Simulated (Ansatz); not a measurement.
**CH4GeOS: basis-set convergence**

Aim: see how fast density functionals converge with the basis set for CH4GeOS.

Method: one geometry, several basis sets; program: Ansatz 0.2.0, Gaussian basis.

The runs, in order: PBE0-D4/def2-SVP; ωB97M-V/def2-SVP; PBE0-D4/def2-QZVPP; ωB97M-V/def2-QZVPP; the functionals' def2-TZVPP values are taken from earlier runs.

### Step 1. Structure used throughout

The geometry comes from an earlier relaxation with PBE0-D4 in a triple-zeta def2 set; it is a stationary point, not always the lowest conformer.

8 atoms, charge 0, spin multiplicity 1.

Atoms are counted from 1 here; the program's logs count them from 0.

Bond lengths: O1–C2 1.197 Å, C2–S3 1.789 Å, C2–Ge4 2.008 Å, S3–H5 1.342 Å, Ge4–H6 1.533 Å, Ge4–H7 1.537 Å, Ge4–H8 1.532 Å. Angles: O1–C2–S3 120.1°, O1–C2–Ge4 120.7°, S3–C2–Ge4 119.3°, C2–S3–H5 96.1°, C2–Ge4–H6 107.1°, C2–Ge4–H7 110.4°, C2–Ge4–H8 107.2°, H6–Ge4–H7 110.4°, H6–Ge4–H8 110.7°, H7–Ge4–H8 110.9°.

### Step 2. PBE0-D4 in def2-SVP

Input file in.yaml:

```yaml
crystal:
  periodic: [false, false, false]
  atoms:
    - {symbol: O, position_ang: [0.617593, -1.009884, 1.785904]}
    - {symbol: C, position_ang: [0.665656, -0.354650, 0.785630]}
    - {symbol: S, position_ang: [2.210225, 0.388338, 0.274134]}
    - {symbol: Ge, position_ang: [-0.981105, -0.059913, -0.325398]}
    - {symbol: H, position_ang: [1.730830, 0.960156, -0.841104]}
    - {symbol: H, position_ang: [-1.946107, 0.784496, 0.514215]}
    - {symbol: H, position_ang: [-0.623189, 0.672069, -1.628951]}
    - {symbol: H, position_ang: [-1.581802, -1.437714, -0.620327]}
basis:
  gaussian: {orbitals: def2-SVP}
hamiltonian: {xc: pbe0, dispersion: d4}
output: {orbitals: {seedname: orbitals}}
```

On the command line:

```
$ ansatz run in.yaml --threads 4 --pin off --events-out ev --progress --plain --max-ram 10444MiB
```

Further steps of the session: ωB97M-V in def2-SVP; PBE0-D4 in def2-QZVPP; ωB97M-V in def2-QZVPP.

Before running them: what should the planned runs give, taken together? Wanted: PBE0-D4: double and triple zeta above quadruple; ωB97M-V: double and triple zeta above quadruple.

The runs gave:

| quantity | value |
| --- | --- |
| PBE0-D4: double and triple zeta above quadruple | 16.30, 1.73 eV |
| ωB97M-V: double and triple zeta above quadruple | 16.33, 1.68 eV |

In words: PBE0-D4 gains 14.57 eV from double to triple zeta, then 1.73 eV more. These are total energies; as a rule much of such shifts cancels in differences, which this series doesn't test.
